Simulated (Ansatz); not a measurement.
# C₂H₅NSi: vertical ionisation energy

Aim: the vertical ionisation energy of C₂H₅NSi, as cation minus neutral at the neutral's geometry, on several levels, and how well −ε(HOMO) stands in for it.

Computed with Ansatz 0.2.0, Gaussian basis. Level: unrestricted cation, the program's frozen cores in correlated methods.

Plan: UKS PBE-D4/def2-TZVPP; UKS r2SCAN-D4/def2-TZVPP; UKS PBE0-D4/def2-TZVPP; UKS B3LYP-D4/def2-TZVPP; UKS wB97X-V/def2-TZVPP; UKS wB97M-V/def2-TZVPP; UKS B2PLYP/def2-TZVPP; UHF-CCSD(T)/def2-TZVPP; UHF-CCSD(T)/def2-QZVPP; extrapolation to the limit; then −ε(HOMO) from the neutral's earlier runs with LDA (SPW92), PBE-D4, revPBE-D4, BLYP-D4, r2SCAN-D4, B97M-V, PBE0-D4, B3LYP-D4, r2SCANh-D4, r2SCAN0-D4, HSE06-D4, BHLYP-D4, CAM-B3LYP-D4, LC-ωPBE, ωB97X-V, ωB97M-V.

## 1. The geometry

The geometry comes from an earlier relaxation with PBE0-D4 in a triple-zeta def2 set; it is a stationary point, not always the lowest conformer.

SMILES `C[SiH2]C#N`, 9 atoms, charge 0, spin multiplicity 1.

Atoms are counted from 1 here; the program's logs count them from 0.

Bond lengths: C1–Si2 1.859 Å, C1–H5 1.092 Å, C1–H6 1.092 Å, C1–H7 1.092 Å, Si2–C3 1.855 Å, Si2–H8 1.482 Å, Si2–H9 1.482 Å, C3–N4 1.152 Å. Angles: Si2–C1–H5 110.7°, Si2–C1–H6 110.7°, Si2–C1–H7 110.1°, H5–C1–H6 108.4°, H5–C1–H7 108.4°, H6–C1–H7 108.4°, C1–Si2–C3 108.8°, C1–Si2–H8 112.7°, C1–Si2–H9 112.7°, C3–Si2–H8 106.1°, C3–Si2–H9 106.1°, H8–Si2–H9 110.0°, Si2–C3–N4 178.8°.

## 2. Cation, UKS PBE-D4/def2-TZVPP

File in.yaml:

```yaml
crystal:
  periodic: [false, false, false]
  atoms:
    - {symbol: C, position_ang: [-0.671988, 0.931072, -0.497452]}
    - {symbol: Si, position_ang: [-0.146826, -0.554561, 0.488325]}
    - {symbol: C, position_ang: [1.638349, -0.910122, 0.129781]}
    - {symbol: N, position_ang: [2.747288, -1.112382, -0.107584]}
    - {symbol: H, position_ang: [-0.554071, 0.746110, -1.566809]}
    - {symbol: H, position_ang: [-0.072811, 1.803412, -0.229774]}
    - {symbol: H, position_ang: [-1.721898, 1.160394, -0.300882]}
    - {symbol: H, position_ang: [-0.893291, -1.779446, 0.117002]}
    - {symbol: H, position_ang: [-0.236353, -0.330778, 1.950292]}
basis:
  gaussian: {orbitals: def2-TZVPP}
total_charge: 1
magnetization: {spin_polarized: true, initial_magnetization: 1}
hamiltonian: {xc: pbe, dispersion: d4}
```

Command:

```
$ ansatz run in.yaml --threads 2 --pin off --events-out ev --progress --plain --max-ram 32768MiB --backend cpu
```

After this run come: Cation, UKS r2SCAN-D4/def2-TZVPP; Cation, UKS PBE0-D4/def2-TZVPP; Cation, UKS B3LYP-D4/def2-TZVPP; Cation, UKS wB97X-V/def2-TZVPP; Cation, UKS wB97M-V/def2-TZVPP; Cation, UKS B2PLYP (frozen core)/def2-TZVPP; Cation, UHF-CCSD(T)/def2-TZVPP; Cation, UHF-CCSD(T)/def2-QZVPP.

**Question.** What will the summary of the whole plan be? Wanted: ionisation energy, CCSD(T)/def2-TZVPP; nearest functional by difference; nearest −ε(HOMO); −ε(HOMO) of PBE; T1 of the cation.

**Answer**, as computed:

| quantity | value |
| --- | --- |
| ionisation energy, CCSD(T)/def2-TZVPP | 12.18 eV |
| nearest functional by difference | ωB97X-V (-0.18 eV) |
| nearest −ε(HOMO) | LC-ωPBE (+0.19 eV) |
| −ε(HOMO) of PBE | 8.21 eV |
| T1 of the cation | 0.088 |

In words: Energy differences with functionals land within 0.88 eV of the reference. −ε(HOMO) of PBE misses by 4.0 eV, since self-interaction lifts the level. Among orbital estimates LC-ωPBE comes nearest. Hartree-Fock falls 1.20 eV short, as the neutral has more correlation energy than the cation. The cation's T1 (from the report) is 0.088, above the customary mark of 0.045 for open shells, so the coupled-cluster value is less safe. The cation may have settled in a state other than its lowest; no search over hole states beyond the program's own was made.
